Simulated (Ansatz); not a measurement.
**GeH₅Cl (built from SMILES [Cl][GeH3].[H][H]): search for a transition state**

Is there a first-order saddle for this four-centre ligand exchange, which should form Ge1–H7, Cl2–H6 and break Ge1–Cl2, H6–H7, and which two structures does it connect?

Method: PBE0-D4, def2-SVP first, then def2-TZVP; program: Ansatz 0.2.0, Gaussian basis.

### Step 1. The system as given

The guess: 7 atoms, charge 0, spin multiplicity 1.

Atoms are counted from 1 here; the program's logs count them from 0.

Bond lengths: Ge1–Cl2 2.588 Å, Ge1–H3 1.535 Å, Ge1–H4 1.499 Å, Ge1–H5 1.499 Å. Angles: Cl2–Ge1–H3 93.6°, Cl2–Ge1–H4 110.5°, Cl2–Ge1–H5 111.3°, H3–Ge1–H4 108.0°, H3–Ge1–H5 107.8°, H4–Ge1–H5 121.8°.

Geometry (Å):

```mol
ClGeH5
  3D, bonds by distance, orders not assigned

  7  4  0  0  0  0  0  0  0  0999 V2000
   -0.5707   -0.3478    0.0881 Ge  0  0
    1.7551   -0.4119   -1.0460 Cl  0  0
   -0.9794   -1.7257   -0.4505 H   0  0
   -0.4324   -0.4557    1.5770 H   0  0
   -1.4610    0.6757   -0.5505 H   0  0
    1.2096    0.9544   -0.0779 H   0  0
    0.4788    1.3109    0.4599 H   0  0
  1  2  8  0
  1  3  8  0
  1  4  8  0
  1  5  8  0
M  END
```

Distances that are to change: Ge1–H7 2.00 Å, Cl2–H6 1.76 Å, Ge1–Cl2 2.59 Å, H6–H7 0.97 Å.

### Step 2. Relaxing the guess with the reacting distances held

Input file hold/in.yaml:

```yaml
crystal:
  periodic: [false, false, false]
  atoms:
    - {symbol: Ge, position_ang: [-0.570700, -0.347800, 0.088100]}
    - {symbol: Cl, position_ang: [1.755100, -0.411900, -1.046000]}
    - {symbol: H, position_ang: [-0.979400, -1.725700, -0.450500]}
    - {symbol: H, position_ang: [-0.432400, -0.455700, 1.577000]}
    - {symbol: H, position_ang: [-1.461000, 0.675700, -0.550500]}
    - {symbol: H, position_ang: [1.209600, 0.954400, -0.077900]}
    - {symbol: H, position_ang: [0.478800, 1.310900, 0.459900]}
basis:
  gaussian: {orbitals: def2-SVP}
hamiltonian: {xc: pbe0, dispersion: d4}
relax: {f_tol: 0.08, max_steps: 120, escape_saddle: false, constraints: [{distance: [0, 6]}, {distance: [1, 5]}, {distance: [0, 1]}, {distance: [5, 6]}]}
```

Launch:

```bash
$ ansatz run in.yaml --threads 2 --pin off --events-out ev --progress --plain --max-ram 4352MiB
```

The program printed, shortened:

```text
Functional definition: PBE0
  name "PBE0"
  cite "Adamo & Barone, J. Chem. Phys. 110, 6158 (1999) doi:10.1063/1.478522"
  cite "Perdew, Burke & Ernzerhof, Phys. Rev. Lett. 77, 3865 (1996) doi:10.1103/PhysRevLett.77.3865"
  parent pbe
[...]
788 factors; integrals over basis functions are off by at most 3.2e-4 eV
[...]
mean field -69097.81652855 eV, -2539.2979212418 hartree, gradient 5.0e-6 eV, S^2 0.000000; 0 other end points of the search recorded, 0 dependent functions left out
[...]
reference -69097.81655163 eV, -2539.2979220900 hartree; 27, 27 occupied and 48, 48 virtual orbitals, 788 factors
relax step   1: F+E_penalty+E_count = -69097.92302059 eV  Δ(F+E_penalty+E_count) = +0.000e0 eV  max|allowed force component| = 5.878e-1 eV/Å  Δτ_max = 0.0000 Å  (24 SCF iters, accepted)
[...]
relax step   2: F+E_penalty+E_count = -69097.95108990 eV  Δ(F+E_penalty+E_count) = -2.807e-2 eV  max|allowed force component| = 2.697e-1 eV/Å  Δτ_max = 0.1682 Å  (27 SCF iters, accepted)
[...]
relax step   3: F+E_penalty+E_count = -69097.97342445 eV  Δ(F+E_penalty+E_count) = -2.233e-2 eV  max|allowed force component| = 6.653e-2 eV/Å  Δτ_max = 0.0714 Å  (28 SCF iters, accepted)
  distance Ge 0 - H 6 held at 1.997742 Å   reaction = -5.6291e-1 eV/Å
  distance Cl 1 - H 5 held at 1.761126 Å   reaction = -7.3278e-1 eV/Å
  distance Ge 0 - Cl 1 held at 2.588366 Å   reaction = +1.5238e0 eV/Å
  distance H 5 - H 6 held at 0.974879 Å   reaction = +1.8369e0 eV/Å
788 factors; integrals over basis functions are off by at most 3.3e-4 eV
[...]
mean field -69097.86890942 eV, -2539.2998462034 hartree, gradient 7.7e-6 eV, S^2 0.000000; 1 other end points of the search recorded, 0 dependent functions left out
[...]
reference -69097.86893234 eV, -2539.2998470459 hartree; 27, 27 occupied and 48, 48 virtual orbitals, 788 factors
Total energy: -69097.97344738 eV, -2539.3036879025 hartree
Atom 0 at    -0.560725    -0.333463     0.091353 Å, force     1.072808    -0.600185    -0.827118 eV/Å
Atom 1 at     1.749883    -0.448763    -1.069438 Å, force    -1.084509    -0.472497     0.265309 eV/Å
Atom 2 at    -0.885644    -1.729253    -0.494285 Å, force     0.009210     0.032104     0.013741 eV/Å
Atom 3 at    -0.450935    -0.415525     1.611944 Å, force    -0.016485     0.006966     0.066532 eV/Å
Atom 4 at    -1.479295     0.718578    -0.526060 Å, force    -0.047020     0.045096    -0.007269 eV/Å
Atom 5 at     1.146102     0.879416    -0.083054 Å, force    -1.464045     1.420504     1.442609 eV/Å
Atom 6 at     0.480613     1.328910     0.469640 Å, force     1.530041    -0.431989    -0.953804 eV/Å
Dipole moment:    -0.553910     0.074592     0.303157 e Å
```

Wall time 10 s (2 threads of Intel Xeon Platinum 8259CL at 2.50GHz, shared host); peak memory 0.17 GiB.

Along the way:

```csv
step,energy from step 1 (eV),largest force component (eV/Å)
1,0.0000,0.5878
2,-0.0281,0.2697
3,-0.0504,0.0665
```

Close pairs (by a distance rule), those that changed most:

```csv
bond,before (Å),after (Å),change (Å)
Ge1–H5,1.499,1.527,+0.028
Ge1–H4,1.499,1.527,+0.028
Ge1–H3,1.535,1.548,+0.013
Ge1–Cl2,2.588,2.588,+0.000
```

### Step 3. Force constants to start from

Input file hessian/in.yaml:

```yaml
crystal:
  periodic: [false, false, false]
  atoms:
    - {symbol: Ge, position_ang: [-0.560725, -0.333463, 0.091353]}
    - {symbol: Cl, position_ang: [1.749883, -0.448763, -1.069438]}
    - {symbol: H, position_ang: [-0.885644, -1.729253, -0.494285]}
    - {symbol: H, position_ang: [-0.450935, -0.415525, 1.611944]}
    - {symbol: H, position_ang: [-1.479295, 0.718578, -0.526060]}
    - {symbol: H, position_ang: [1.146102, 0.879416, -0.083054]}
    - {symbol: H, position_ang: [0.480613, 1.328910, 0.469640]}
basis:
  gaussian: {orbitals: def2-SVP}
hamiltonian: {xc: pbe0, dispersion: d4}
phonons: {}
scf: {lower_state_search: off}
```

Launch:

```bash
$ ansatz run in.yaml --threads 2 --pin off --events-out ev --progress --plain --max-ram 4352MiB
```

The program printed, shortened:

```text
[... 5 set-up lines as earlier in the session ...]
[...]
790 factors; integrals over basis functions are off by at most 3.3e-4 eV
[...]
mean field -69097.86890032 eV, -2539.2998458692 hartree, gradient 4.8e-6 eV, S^2 0.000000; 0 other end points of the search recorded, 0 dependent functions left out
[...]
reference -69097.86892321 eV, -2539.2998467103 hartree; 27, 27 occupied and 48, 48 virtual orbitals, 790 factors
[... from here to the last solve, the lines of the solves are left out (41 solves) ...]
790 factors; integrals over basis functions are off by at most 3.3e-4 eV
mean field -69097.87135815 eV, -2539.2999361926 hartree, gradient 1.6e-6 eV, S^2 0.000000; 0 other end points of the search recorded, 0 dependent functions left out
[...]
WARN: phonons: modes at or below zero, which the zero-point energy, F, S and C_V leave out: 1, the lowest at -891.67 cm⁻¹. A minimum has none, and a first-order saddle one
[...]
Total energy: -69097.97343828 eV, -2539.3036875682 hartree
Atom 0 at    -0.560725    -0.333463     0.091353 Å, force     1.072782    -0.600171    -0.827082 eV/Å
Atom 1 at     1.749883    -0.448763    -1.069438 Å, force    -1.084474    -0.472482     0.265302 eV/Å
Atom 2 at    -0.885644    -1.729253    -0.494285 Å, force     0.009205     0.032104     0.013743 eV/Å
Atom 3 at    -0.450935    -0.415525     1.611944 Å, force    -0.016485     0.006963     0.066519 eV/Å
Atom 4 at    -1.479295     0.718578    -0.526060 Å, force    -0.047023     0.045097    -0.007272 eV/Å
Atom 5 at     1.146102     0.879416    -0.083054 Å, force    -1.464051     1.420497     1.442607 eV/Å
Atom 6 at     0.480613     1.328910     0.469640 Å, force     1.530045    -0.432008    -0.953817 eV/Å
Dipole moment:    -0.553910     0.074593     0.303157 e Å
Vibrations: -891.67 230.01 257.95 623.63 662.05 734.27 794.10 909.21 925.39 1331.81 1550.98 1829.29 2121.11 2206.73 2234.98 cm⁻¹, zero-point energy 1.017383 eV
Checks for a lower state left out: stability, starts, cluster_reference, orbital_swaps, neighbouring_geometries, increment
```

It took 48 s on 2 threads of Intel Xeon Platinum 8259CL at 2.50GHz, shared host; peak memory 0.16 GiB.

The structure is not stationary yet, so these wavenumbers are no spectrum; the search needs only the force constants.

### Step 4. Saddle search in the small basis

The search itself is an outer loop (partitioned rational-function steps, Bofill update of the Hessian). Each step is one single-point run with forces. It stops when the largest force is under 0.03 eV/Å and the followed curvature is negative. The first step's input:

Input file presaddle/in.yaml:

```yaml
crystal:
  periodic: [false, false, false]
  atoms:
    - {symbol: Ge, position_ang: [-0.560725, -0.333463, 0.091353]}
    - {symbol: Cl, position_ang: [1.749883, -0.448763, -1.069438]}
    - {symbol: H, position_ang: [-0.885644, -1.729253, -0.494285]}
    - {symbol: H, position_ang: [-0.450935, -0.415525, 1.611944]}
    - {symbol: H, position_ang: [-1.479295, 0.718578, -0.526060]}
    - {symbol: H, position_ang: [1.146102, 0.879416, -0.083054]}
    - {symbol: H, position_ang: [0.480613, 1.328910, 0.469640]}
basis:
  gaussian: {orbitals: def2-SVP}
hamiltonian: {xc: pbe0, dispersion: d4}
output: {forces: true}
scf: {lower_state_search: off}
```

Launch:

```bash
$ ansatz run in.yaml --threads 2 --pin off --events-out ev --progress --plain --max-ram 4352MiB
```

Step by step:

```csv
step,energy (eV),largest force (eV/Å),followed curvature (eV/Å²)
1,-69097.97342,1.5300,-6.95
2,-69097.82411,0.5156,-8.63
3,-69097.81914,0.1299,-9.66
4,-69097.82006,0.0176,-9.84
```

The 4 steps took 4.7 s in all (2 threads of Intel Xeon Platinum 8259CL at 2.50GHz, shared host).

### Step 5. Saddle search in triple zeta

A small driver takes partitioned rational-function steps: uphill along one mode, downhill along the rest. It calls the program once a step for energy and forces and updates the Hessian by Bofill's formula. It stops when the largest force is under 0.008 eV/Å and the followed curvature is negative. The first step's input:

Input file saddle/in.yaml:

```yaml
crystal:
  periodic: [false, false, false]
  atoms:
    - {symbol: Ge, position_ang: [-0.557261, -0.233484, 0.142529]}
    - {symbol: Cl, position_ang: [1.805937, -0.426155, -1.080129]}
    - {symbol: H, position_ang: [-0.694885, -1.609263, -0.524652]}
    - {symbol: H, position_ang: [-0.596350, -0.393932, 1.671043]}
    - {symbol: H, position_ang: [-1.612616, 0.724961, -0.434292]}
    - {symbol: H, position_ang: [1.149896, 0.743430, -0.158296]}
    - {symbol: H, position_ang: [0.505278, 1.194343, 0.383897]}
basis:
  gaussian: {orbitals: def2-TZVP}
hamiltonian: {xc: pbe0, dispersion: d4}
output: {forces: true}
scf: {lower_state_search: off}
```

Launch:

```bash
$ ansatz run in.yaml --threads 2 --pin off --events-out ev --progress --plain --max-ram 4352MiB
```

Step by step:

```csv
step,energy (eV),largest force (eV/Å),followed curvature (eV/Å²)
1,-69109.35132,0.1613,-9.84
2,-69109.35515,0.0657,-9.32
3,-69109.35533,0.0069,-9.13
```

The 3 steps took 4.5 s in all (2 threads of Intel Xeon Platinum 8259CL at 2.50GHz, shared host).

The point found:

```
Ge   -0.5671   -0.2342    0.1468
Cl    1.8192   -0.4333   -1.0851
H    -0.6713   -1.6003   -0.5341
H    -0.6003   -0.3822    1.6730
H    -1.6150    0.7329   -0.4203
H     1.1281    0.7313   -0.1558
H     0.5062    1.1858    0.3755
```

Followed mode, largest move set to 1: H6 (0.38, -0.74, -0.56); Cl2 (0.46, 0.38, -0.03); Ge1 (-0.24, 0.41, 0.33); H7 (-0.30, -0.33, -0.03).

### Step 6. Checking the order of the point

Input file vib/in.yaml:

```yaml
crystal:
  periodic: [false, false, false]
  atoms:
    - {symbol: Ge, position_ang: [-0.567096, -0.234187, 0.146788]}
    - {symbol: Cl, position_ang: [1.819221, -0.433280, -1.085118]}
    - {symbol: H, position_ang: [-0.671252, -1.600323, -0.534083]}
    - {symbol: H, position_ang: [-0.600275, -0.382227, 1.673032]}
    - {symbol: H, position_ang: [-1.614957, 0.732869, -0.420257]}
    - {symbol: H, position_ang: [1.128149, 0.731288, -0.155810]}
    - {symbol: H, position_ang: [0.506211, 1.185760, 0.375547]}
basis:
  gaussian: {orbitals: def2-TZVP}
hamiltonian: {xc: pbe0, dispersion: d4}
phonons: {temperatures: {t_min: 298.15, t_max: 900, t_step: 200}}
```

Launch:

```bash
$ ansatz run in.yaml --threads 2 --pin off --events-out ev --progress --plain --max-ram 4352MiB
```

The program printed, shortened:

```text
[... 5 set-up lines as earlier in the session ...]
[...]
889 factors; their error is unknown
[...]
mean field -69109.26399657 eV, -2539.7186079324 hartree, gradient 4.9e-5 eV, S^2 0.000000; 0 other end points of the search recorded, 0 dependent functions left out
[...]
reference -69109.26402371 eV, -2539.7186089297 hartree; 27, 27 occupied and 88, 88 virtual orbitals, 889 factors
[... from here to the last solve, the lines of the solves are left out (41 solves) ...]
889 factors; their error is unknown
mean field -69109.26400419 eV, -2539.7186082125 hartree, gradient 2.2e-6 eV, S^2 0.000000; 0 other end points of the search recorded, 0 dependent functions left out
[...]
reference -69109.26403133 eV, -2539.7186092098 hartree; 27, 27 occupied and 88, 88 virtual orbitals, 889 factors
WARN: phonons: modes at or below zero, which the zero-point energy, F, S and C_V leave out: 2, the lowest at -1123.85 cm⁻¹. A minimum has none, and a first-order saddle one
Total energy: -69109.35532869 eV, -2539.7219643259 hartree
Atom 0 at    -0.567096    -0.234187     0.146788 Å, force    -0.003964     0.006891    -0.000704 eV/Å
Atom 1 at     1.819221    -0.433280    -1.085118 Å, force    -0.003480    -0.001559     0.002468 eV/Å
Atom 2 at    -0.671252    -1.600323    -0.534083 Å, force     0.001519    -0.000123    -0.001988 eV/Å
Atom 3 at    -0.600275    -0.382227     1.673032 Å, force     0.005989    -0.002301     0.000948 eV/Å
Atom 4 at    -1.614957     0.732869    -0.420257 Å, force     0.001540    -0.002269    -0.001906 eV/Å
Atom 5 at     1.128149     0.731288    -0.155810 Å, force    -0.002748     0.000205     0.005275 eV/Å
Atom 6 at     0.506211     1.185760     0.375547 Å, force     0.001144    -0.000843    -0.004092 eV/Å
Dipole moment:    -0.612833     0.138912     0.362516 e Å
Vibrations: -1123.85 -173.65 277.80 688.76 701.05 800.26 862.56 907.34 988.06 1001.82 1429.61 2069.63 2166.23 2176.34 2186.61 cm⁻¹, zero-point energy 1.007749 eV
```

It took 55 s on 2 threads of Intel Xeon Platinum 8259CL at 2.50GHz, shared host; peak memory 0.24 GiB.

The modes, with what each moves most:

```csv
mode,wavenumber (cm⁻¹),character
1,1124i,"changes Ge1–H7, Cl2–H6, H6–H7"
2,174i,bend
3,278,Ge–Cl and Ge–H stretch
4,689,bend
5,701,bend
6,800,bend
7,863,bend
8,907,bend
9,988,"not assigned (largely outside the bonds, angles and torsions drawn)"
10,1002,"not assigned (largely outside the bonds, angles and torsions drawn)"
11,1430,"not assigned (largely outside the bonds, angles and torsions drawn)"
12,2070,"not assigned (largely outside the bonds, angles and torsions drawn)"
13,2166,Ge–H stretch
14,2176,Ge–H stretch
15,2187,Ge–H stretch
```

Vibrational sums (real modes only):

```csv
T (K),entropy (J/mol/K),heat capacity (J/mol/K)
298,12.1,25.0
498,30.9,48.9
698,50.2,65.6
898,68.2,77.0
```

### Step 7. Results

| quantity | value |
| --- | --- |
| imaginary modes | 2 |
| lowest wavenumber | 1124i cm⁻¹ |
| Ge1–H7 at the point found | 1.795 Å |
| Cl2–H6 at the point found | 1.642 Å |
| Ge1–Cl2 at the point found | 2.693 Å |
| H6–H7 at the point found | 0.936 Å |

A transition state has exactly one imaginary mode. This point has 2, so it is a saddle of higher order and is not used.
